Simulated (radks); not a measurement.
**Mg in [Ne] 3s2: an all-electron calculation**

One table from this session's results is given with a row withheld; the runs are named, their logs left out.

Program: radks (a radial shooting solver on a logarithmic mesh, Libxc functionals) version 1. Level of theory: scalar-relativistic Kohn-Sham, r2SCAN, spin-polarised, spherical densities, finite nucleus. These are calculated values, not measurements, unless marked.

### The system

| Quantity | Value |
| --- | --- |
| element | magnesium (Z = 12) |
| charge | 0 |
| electrons | 12 |
| configuration | [Ne] 3s2 |
| nuclear rms radius | 3.057 fm |

The outer shells:

Mg
```
[Ne] core
3s [↑↓]
```

Set-up of the first run:

Settings of this run:

```text
Z 12
configuration [Ne] 3s2
relativity scalar-relativistic
functional r2scan,r2scan
spin polarised
nucleus finite rms 3.057 fm
c 137.035999084
```

On the command line:

```
$ python run_ks.py task.json out
```

This one command runs every case of the session in turn.

One of the session's tables, all rows but one given; the rest of the session is left out.

It belongs to the step «Radial structure». From the orbitals of this run (lengths in bohr):

```
level     <r>  outermost maximum (interpolated)  90 % within  nodes
   1s       ?                                 ?            ?      ?
   2s  0.6941                             0.546         1.10      1
   2p  0.6872                             0.480         1.17      0
   3s   3.177                              2.57         4.89      2
```

Q: Estimate the row for 1s from the others.

The run gave: <r>: 0.1306; outermost maximum (interpolated): 0.0851; 90 % within: 0.233; nodes: 0. In the column «<r>» it is the lowest.
